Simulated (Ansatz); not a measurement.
# B(NH3)F3 (BF3H3N): one molecule under many settings

How do the results and run time of B(NH3)F3 (BF3H3N) respond when the settings are drawn wide?

Program: Ansatz 0.2.0, Gaussian basis. Level of theory: the settings change from run to run. These are calculated values, not measurements.

## Step 1: The molecule

The structure was relaxed beforehand with r2SCAN-D4/def2-SVP.

8 atoms, charge 0, spin multiplicity 1.

Atoms are counted from 1 here; the program's logs count them from 0.

Bond lengths: B1–N2 1.688 Å, B1–F6 1.369 Å, B1–F7 1.369 Å, B1–F8 1.369 Å, N2–H3 1.022 Å, N2–H4 1.022 Å, N2–H5 1.022 Å. Angles: N2–B1–F6 103.6°, N2–B1–F7 103.6°, N2–B1–F8 103.6°, F6–B1–F7 114.6°, F6–B1–F8 114.6°, F7–B1–F8 114.6°, B1–N2–H3 110.4°, B1–N2–H4 110.4°, B1–N2–H5 110.4°, H3–N2–H4 108.5°, H3–N2–H5 108.5°, H4–N2–H5 108.5°.

## Step 2: CAM-B3LYP/6-31G

Set apart from the defaults: charge +1, multiplicity 2, restricted open-shell orbitals, a grid of angular degree 47, D4 dispersion.

in.yaml

```yaml
crystal:
  periodic: [false, false, false]
  atoms:
    - {symbol: B, position_ang: [-0.002315, 0.003052, -0.856416]}
    - {symbol: N, position_ang: [0.002256, -0.002949, 0.831197]}
    - {symbol: H, position_ang: [-0.953866, 0.034391, 1.190382]}
    - {symbol: H, position_ang: [0.515189, 0.805315, 1.189231]}
    - {symbol: H, position_ang: [0.448282, -0.852384, 1.183476]}
    - {symbol: F, position_ang: [1.326569, -0.027539, -1.183013]}
    - {symbol: F, position_ang: [-0.640565, 1.171662, -1.173419]}
    - {symbol: F, position_ang: [-0.695560, -1.131537, -1.181429]}
basis:
  gaussian: {orbitals: 6-31G, final_grid: {core_spheres: 20, valence_spheres: 16, degree: 47}}
total_charge: 1
magnetization: {spin_polarized: false, initial_magnetization: 1}
hamiltonian: {xc: {name: CAM-B3LYP}, dispersion: d4}
output: {forces: true}
```

The run is started by

```sh
ansatz run in.yaml --threads 4 --pin off --events-out ev --progress --plain --max-ram 3916MiB
```

The program printed, cut to the lines that bear on the results:

```text
Functional definition: CAM-B3LYP
  name "CAM-B3LYP"
  cite "Yanai, Tew & Handy, Chem. Phys. Lett. 393, 51 (2004) doi:10.1016/j.cplett.2004.06.011"
  cite "Iikura, Tsuneda, Yanai & Hirao, J. Chem. Phys. 115, 3540 (2001) doi:10.1063/1.1383587"
  cite "Becke, Phys. Rev. A 38, 3098 (1988) doi:10.1103/PhysRevA.38.3098"
  cite "Lee, Yang & Parr, Phys. Rev. B 37, 785 (1988) doi:10.1103/PhysRevB.37.785"
  cite "Vosko, Wilk & Nusair, Can. J. Phys. 58, 1200 (1980) doi:10.1139/p80-159"
[...]
  # Exact exchange under (alpha + beta erf(omega r))/r, Becke's under what is left of 1/r.
[...]
579 factors; integrals over basis functions are off by at most 2.0e-4 eV
247 factors; integrals over basis functions are off by at most 5.4e-6 eV
[...]
mean field -10353.07771245 eV, -380.4685883644 hartree, gradient 1.3e-5 eV, S^2 0.750000; 7 other end points of the search recorded, 0 dependent functions left out
[...]
reference -10353.07778584 eV, -380.4685910614 hartree; 21, 20 occupied and 30, 31 virtual orbitals, 579 factors
Total energy: -10353.15138813 eV, -380.4712958956 hartree
Atom 0 at    -0.002315     0.003052    -0.856416 Å, force     0.002417    -0.003045     0.843458 eV/Å
Atom 1 at     0.002256    -0.002949     0.831197 Å, force     0.000516    -0.000998     0.248792 eV/Å
Atom 2 at    -0.953866     0.034391     1.190382 Å, force    -0.398100     0.023913    -0.129816 eV/Å
Atom 3 at     0.515189     0.805315     1.189231 Å, force     0.218840     0.333183    -0.130574 eV/Å
Atom 4 at     0.448282    -0.852384     1.183476 Å, force     0.178284    -0.355629    -0.132813 eV/Å
Atom 5 at     1.326569    -0.027539    -1.183013 Å, force     1.126149    -0.020761    -0.236108 eV/Å
Atom 6 at    -0.640565     1.171662    -1.173419 Å, force    -0.545372     0.987596    -0.228060 eV/Å
Atom 7 at    -0.695560    -1.131537    -1.181429 Å, force    -0.582734    -0.964259    -0.234879 eV/Å
Dipole moment:     0.003764    -0.004939     1.388825 e Å
```

It took 6.5 s on 4 threads of Arm Neoverse V1, shared host.

Largest force 1.151 eV/Å.

## Step 3: SPW92/def2-SVP

Set apart from the defaults: charge +1, multiplicity 2, restricted open-shell orbitals, a grid of angular degree 47.

Edit in.yaml of step 2 so:

```diff
@@ -12,6 +12,7 @@
 basis:
-  gaussian: {orbitals: 6-31G, final_grid: {core_spheres: 20, valence_spheres: 16, degree: 47}}
+  gaussian: {orbitals: def2-SVP, final_grid: {core_spheres: 20, valence_spheres: 16, degree: 47}}
 total_charge: 1
 magnetization: {spin_polarized: false, initial_magnetization: 1}
-hamiltonian: {xc: {name: CAM-B3LYP}, dispersion: d4}
+hamiltonian: {xc: {name: SPW92}}
+scf: {omitted_lower_state_checks: [starts]}
 output: {forces: true}
```

Launched as before.

The program printed, cut to the lines that bear on the results:

```text
Functional definition: SPW92
  name "SPW92"
  cite "Dirac, Proc. Camb. Phil. Soc. 26, 376 (1930) doi:10.1017/S0305004100016108"
  cite "Slater, Phys. Rev. 81, 385 (1951) doi:10.1103/PhysRev.81.385"
  cite "Perdew & Wang, Phys. Rev. B 45, 13244 (1992) doi:10.1103/PhysRevB.45.13244"
[...]
944 factors; their error is unknown
[...]
mean field -10279.90624436 eV, -377.7795865094 hartree, gradient 2.8e-5 eV, S^2 0.750000; 0 other end points of the search recorded, 0 dependent functions left out
[...]
reference -10279.90626956 eV, -377.7795874355 hartree; 21, 20 occupied and 64, 65 virtual orbitals, 944 factors
Total energy: -10279.90626956 eV, -377.7795874355 hartree
Atom 0 at    -0.002315     0.003052    -0.856416 Å, force     0.000491    -0.000380     0.097782 eV/Å
Atom 1 at     0.002256    -0.002949     0.831197 Å, force    -0.002134     0.002654    -0.757615 eV/Å
Atom 2 at    -0.953866     0.034391     1.190382 Å, force    -0.874810     0.029806     0.136919 eV/Å
Atom 3 at     0.515189     0.805315     1.189231 Å, force     0.464191     0.742277     0.135739 eV/Å
Atom 4 at     0.448282    -0.852384     1.183476 Å, force     0.411736    -0.773488     0.130524 eV/Å
Atom 5 at     1.326569    -0.027539    -1.183013 Å, force    -0.485874     0.007658     0.086948 eV/Å
Atom 6 at    -0.640565     1.171662    -1.173419 Å, force     0.236269    -0.425089     0.083395 eV/Å
Atom 7 at    -0.695560    -1.131537    -1.181429 Å, force     0.250132     0.416563     0.086307 eV/Å
Dipole moment:     0.003434    -0.004524     1.271838 e Å
Checks for a lower state left out: starts
```

Wall time 1.2 s (4 threads of Arm Neoverse V1, shared host).

Largest force 0.886 eV/Å.

## Step 4: CCSD(T)/cc-pVDZ

Options: atoms shaken by 0.15 Å, 1 DIIS vectors, the search for lower states set to light.

in.yaml

```yaml
crystal:
  periodic: [false, false, false]
  atoms:
    - {symbol: B, position_ang: [0.092862, 0.132804, -0.882521]}
    - {symbol: N, position_ang: [-0.020256, 0.078032, 0.882603]}
    - {symbol: H, position_ang: [-0.868566, -0.142272, 1.014064]}
    - {symbol: H, position_ang: [0.313232, 0.866337, 0.891620]}
    - {symbol: H, position_ang: [0.428601, -0.752549, 1.033839]}
    - {symbol: F, position_ang: [1.503001, 0.010873, -1.067557]}
    - {symbol: F, position_ang: [-0.562507, 1.073136, -0.951393]}
    - {symbol: F, position_ang: [-0.613240, -1.054731, -1.214140]}
basis:
  gaussian: {orbitals: cc-pVDZ}
hamiltonian: {xc: {name: HF}}
correlation: {method: ccsd_t, diis_vectors: 1}
scf: {lower_state_search: light}
```

Launched as before.

The program printed, cut to the lines that bear on the results:

```text
Functional definition: HF
  name "HF"
  cite "Fock, Z. Phys. 61, 126 (1930) doi:10.1007/BF01340294"
  parent pbe
[...]
776 factors; integrals over basis functions are off by at most 9.3e-4 eV
[...]
mean field -10321.11069714 eV, -379.2938222197 hartree, gradient 2.6e-6 eV, S^2 0.000000; 0 other end points of the search recorded, 0 dependent functions left out
5 core orbitals not correlated: weight in the atoms' cores, before any rotation towards them, 1.000 or more for the frozen orbitals, at most 0.000 for the correlated occupied ones
reference -10321.11069714 eV, -379.2938222197 hartree; 16, 16 occupied and 64, 64 virtual orbitals, 776 factors
second order -22.34460545 eV of doubles, -0.00000000 eV of singles
cycle   1  -22.42531903 eV  change   -8.1e-2 eV  update   8.6e-2
[...]
cycle  10  -22.89100478 eV  change    1.4e-5 eV  update   1.1e-5
perturbative correction -0.40024341 eV, -0.0147086739 hartree
Total energy: -10344.40194533 eV, -380.1497598033 hartree
```

Run time: 3.1 s. Hardware: 4 threads of Arm Neoverse V1, shared host.

T1 0.010.

## Step 5: PBE0/6-31G*

Options: unrestricted orbitals, the search for lower states set to light.

in.yaml

```yaml
crystal:
  periodic: [false, false, false]
  atoms:
    - {symbol: B, position_ang: [-0.002315, 0.003052, -0.856416]}
    - {symbol: N, position_ang: [0.002256, -0.002949, 0.831197]}
    - {symbol: H, position_ang: [-0.953866, 0.034391, 1.190382]}
    - {symbol: H, position_ang: [0.515189, 0.805315, 1.189231]}
    - {symbol: H, position_ang: [0.448282, -0.852384, 1.183476]}
    - {symbol: F, position_ang: [1.326569, -0.027539, -1.183013]}
    - {symbol: F, position_ang: [-0.640565, 1.171662, -1.173419]}
    - {symbol: F, position_ang: [-0.695560, -1.131537, -1.181429]}
basis:
  gaussian: {orbitals: "6-31G*"}
magnetization: {spin_polarized: true, initial_magnetization: 0}
hamiltonian: {xc: {name: PBE0}}
scf: {lower_state_search: light}
```

The command is unchanged.

The program printed:

```text
Functional definition: PBE0
  name "PBE0"
  cite "Adamo & Barone, J. Chem. Phys. 110, 6158 (1999) doi:10.1063/1.478522"
  cite "Perdew, Burke & Ernzerhof, Phys. Rev. Lett. 77, 3865 (1996) doi:10.1103/PhysRevLett.77.3865"
  parent pbe
  parameter a = 0.25
  parameter kappa = 0.804
  parameter beta = 0.06672455060314922
  exchange = (1 - a)*pbe_x(kappa = kappa, mu = beta*pi^2/3) + a*exact_x
  correlation = pbe_c(beta = beta)
751 factors; integrals over basis functions are off by at most 1.2e-3 eV
mean field evaluation 1: about -10356.4650 eV, gradient 3.7e1 eV
mean field evaluation 2: about -10355.0960 eV, gradient 4.3e1 eV
mean field evaluation 4: about -10360.8786 eV, gradient 5.7e-1 eV
mean field evaluation 8: about -10360.8741 eV, gradient 3.0e-3 eV
mean field -10360.87410229 eV, -380.7551004066 hartree, gradient 5.8e-5 eV, S^2 0.000000; 0 other end points of the search recorded, 0 dependent functions left out
reference -10360.87411688 eV, -380.7551009427 hartree; 21, 21 occupied and 60, 60 virtual orbitals, 751 factors
Total energy: -10360.87411688 eV, -380.7551009427 hartree
```

It took 1.1 s on 4 threads of Arm Neoverse V1, shared host.

⟨S²⟩ 0.000.

## Step 6: All runs side by side

```csv
level,charge,multiplicity,geometry,functions,energy (eV),time
CAM-B3LYP/6-31G,1,2,relaxed,51,-10353.151,6.5 s
SPW92/def2-SVP,1,2,relaxed,85,-10279.906,1.2 s
CCSD(T)/cc-pVDZ,0,1,shaken,85,-10344.402,3.1 s
PBE0/6-31G*,0,1,relaxed,81,-10360.874,1.1 s
```

## Step 7: Summary of results

```
quantity                   value
    runs                       4
quickest      PBE0/6-31G*, 1.1 s
 slowest  CAM-B3LYP/6-31G, 6.5 s
```

The runs differ in state or geometry as well as level, so their energies can't be set against each other. CAM-B3LYP/6-31G took 6 times as long as PBE0/6-31G*. The jobs differ in tasks and options as well as level.
